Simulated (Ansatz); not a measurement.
# Cl₂FH₃OSi: a saddle search

Does the minimum-mode search get back to a saddle from here?

Computed with Ansatz 0.2.0, Gaussian basis. Level: CAM-B3LYP-D4/def2-SVP.

## (1) Where the work starts

The start, a known saddle point with all atoms moved at random by about 0.06 Å a coordinate: 8 atoms, charge 0, spin multiplicity 1.

Atoms are counted from 1 here; the program's logs count them from 0.

Bond lengths: Si1–O2 1.752 Å, Si1–Cl3 2.103 Å, Si1–Cl4 2.117 Å, Si1–H5 1.608 Å, O2–H6 1.165 Å, O2–H8 0.961 Å. Angles: O2–Si1–Cl3 110.4°, O2–Si1–Cl4 94.8°, O2–Si1–H5 127.5°, Cl3–Si1–Cl4 104.4°, Cl3–Si1–H5 115.6°, Cl4–Si1–H5 97.0°, Si1–O2–H6 81.0°, Si1–O2–H8 123.5°, H6–O2–H8 130.6°.

Coordinates:

```mol
Cl2FH3OSi
  3D, bonds by distance, orders not assigned

  8  6  0  0  0  0  0  0  0  0999 V2000
   -0.3629   -0.3568   -0.2684 Si  0  0
    0.8580    0.3657    0.7595 O   0  0
    0.5005   -1.0497   -2.0565 Cl  0  0
   -0.5856   -2.0957    0.9181 Cl  0  0
   -1.9232    0.0243   -0.3532 H   0  0
    0.5824    1.2994    0.1192 H   0  0
   -0.0161    1.5214   -0.8919 F   0  0
    0.8861    0.2476    1.7133 H   0  0
  1  2  8  0
  1  3  8  0
  1  4  8  0
  1  5  8  0
  2  6  8  0
  2  8  8  0
M  END
```

## (2) The search

The input, run/in.yaml:

```yaml
crystal:
  periodic: [false, false, false]
  atoms:
    - {symbol: Si, position_ang: [-0.362856, -0.356755, -0.268362]}
    - {symbol: O, position_ang: [0.857968, 0.365740, 0.759501]}
    - {symbol: Cl, position_ang: [0.500468, -1.049673, -2.056549]}
    - {symbol: Cl, position_ang: [-0.585566, -2.095701, 0.918098]}
    - {symbol: H, position_ang: [-1.923154, 0.024285, -0.353179]}
    - {symbol: H, position_ang: [0.582437, 1.299402, 0.119182]}
    - {symbol: F, position_ang: [-0.016051, 1.521440, -0.891948]}
    - {symbol: H, position_ang: [0.886054, 0.247580, 1.713279]}
basis:
  gaussian: {orbitals: def2-SVP}
hamiltonian: {xc: {name: CAM-B3LYP}, dispersion: d4}
saddle:
  f_tol: 0.1
  max_steps: 40
  mode_guess:
    - [-0.1112, 0.2464, -0.2666]
    - [0.0890, 0.0963, -0.0278]
    - [-0.0004, -0.0817, -0.0625]
    - [0.0720, 0.1767, -0.0811]
    - [-0.1672, -0.0510, -0.0377]
    - [0.2924, -0.1998, 0.6189]
    - [-0.2418, -0.3486, -0.1789]
    - [0.0672, 0.1617, 0.0358]
```

Started as:

```bash
ansatz run in.yaml --threads 4 --pin off --events-out ev --progress --plain --max-ram 9574MiB
```

Standard output, cut to the lines that bear on the results:

```text
Functional definition: CAM-B3LYP
  name "CAM-B3LYP"
  cite "Yanai, Tew & Handy, Chem. Phys. Lett. 393, 51 (2004) doi:10.1016/j.cplett.2004.06.011"
  cite "Iikura, Tsuneda, Yanai & Hirao, J. Chem. Phys. 115, 3540 (2001) doi:10.1063/1.1383587"
  cite "Becke, Phys. Rev. A 38, 3098 (1988) doi:10.1103/PhysRevA.38.3098"
  cite "Lee, Yang & Parr, Phys. Rev. B 37, 785 (1988) doi:10.1103/PhysRevB.37.785"
  cite "Vosko, Wilk & Nusair, Can. J. Phys. 58, 1200 (1980) doi:10.1139/p80-159"
[...]
  # Exact exchange under (alpha + beta erf(omega r))/r, Becke's under what is left of 1/r.
[...]
966 factors; integrals over basis functions are off by at most 2.6e-4 eV
315 factors; integrals over basis functions are off by at most 7.8e-7 eV
[...]
mean field -37724.12195677 eV, -1386.3359115831 hartree, gradient 7.0e-5 eV, S^2 0.000000; 0 other end points of the search recorded, 0 dependent functions left out
[...]
reference -37724.12206581 eV, -1386.3359155903 hartree; 34, 34 occupied and 63, 63 virtual orbitals, 966 factors
[... from here to the last solve, the lines of the solves are left out (67 solves) ...]
saddle step   1: F+E_penalty+E_count = -37724.30728143 eV  max|allowed force component| = 2.079e0 eV/Å  curvature = -7.0496 eV/Å²  mode residual = 2.94e0 eV/Å²  Δτ_max = 0.0000 Å  (1 rotations, 3 force calls, 68 SCF iters)  cluster: 3 rotations left out, max|force component along them| = [...]
saddle step   8: F+E_penalty+E_count = -37724.60619815 eV  max|allowed force component| = 9.936e-2 eV/Å  curvature = -6.9980 eV/Å²  mode residual = 6.23e-1 eV/Å²  Δτ_max = 0.0093 Å  (1 rotations, 11 force calls, 193 SCF iters)  cluster: 3 rotations left out, max|force component along [...]
saddle step   9: F+E_penalty+E_count = -37724.60661133 eV  max|allowed force component| = 1.365e-3 eV/Å  curvature = -7.1243 eV/Å² (error put at 0.0093; -7.1330 at half of saddle.amplitude)  mode residual = 7.50e-1 eV/Å²  Δτ_max = 0.0079 Å  (1 rotations, 36 force calls, 562 SCF iters)  [...]
Total energy: -37724.60671906 eV, -1386.3537262687 hartree
Atom 0 at    -0.401275    -0.338830    -0.332939 Å, force     0.000100     0.000299    -0.000020 eV/Å
Atom 1 at     0.805230     0.403032     0.763736 Å, force    -0.000751     0.001285    -0.000952 eV/Å
Atom 2 at     0.454746    -1.091622    -2.031823 Å, force    -0.000149     0.000294     0.000586 eV/Å
Atom 3 at    -0.544833    -2.061469     0.888215 Å, force    -0.000037    -0.000021     0.000328 eV/Å
Atom 4 at    -1.820631     0.032498    -0.342797 Å, force     0.000898     0.000172    -0.000303 eV/Å
Atom 5 at     0.621452     1.346538     0.155923 Å, force    -0.000549    -0.001365     0.000363 eV/Å
Atom 6 at    -0.042022     1.452053    -0.870332 Å, force     0.000459    -0.000597     0.001302 eV/Å
Atom 7 at     0.866634     0.214119     1.710038 Å, force     0.000030    -0.000067    -0.001303 eV/Å
Dipole moment:     0.181901     0.414991     0.571730 e Å
```

Run time: 1.9 min. Hardware: 4 threads of Intel Xeon at 2.70GHz, shared host.

Along the way:

| step | energy from step 1 (eV) | largest force component (eV/Å) |
| --- | --- | --- |
| 1 | 0.0000 | 2.0791 |
| 2 | -0.1691 | 1.8293 |
| 3 | -0.2744 | 0.6141 |
| 4 | -0.2921 | 0.3987 |
| 5 | -0.2984 | 0.1863 |
| 6 | -0.2979 | 0.2036 |
| 7 | -0.2979 | 0.1472 |
| 8 | -0.2989 | 0.0994 |
| 9 | -0.2993 | 0.0014 |

Close pairs (by a distance rule), those that changed most:

| bond | before (Å) | after (Å) | change (Å) |
| --- | --- | --- | --- |
| Si1–H5 | 1.608 | 1.467 | -0.141 |
| Si1–Cl3 | 2.103 | 2.046 | -0.057 |
| Si1–O2 | 1.752 | 1.791 | +0.039 |
| O2–H6 | 1.165 | 1.137 | -0.028 |
| O2–H8 | 0.961 | 0.967 | +0.005 |
| Si1–Cl4 | 2.117 | 2.116 | -0.000 |

## (3) Results

| quantity | value |
| --- | --- |
| steps | 9 |
| energy change | -28.9 kJ/mol |
| last largest force | 0.0014 eV/Å |
| RMSD from the start | 0.072 Å |
| RMSD from the known saddle | 0.046 Å |

What this shows: It converged in 9 steps at a force tolerance of 0.1 eV/Å. It is back at the known saddle, up to the shift that another level brings.
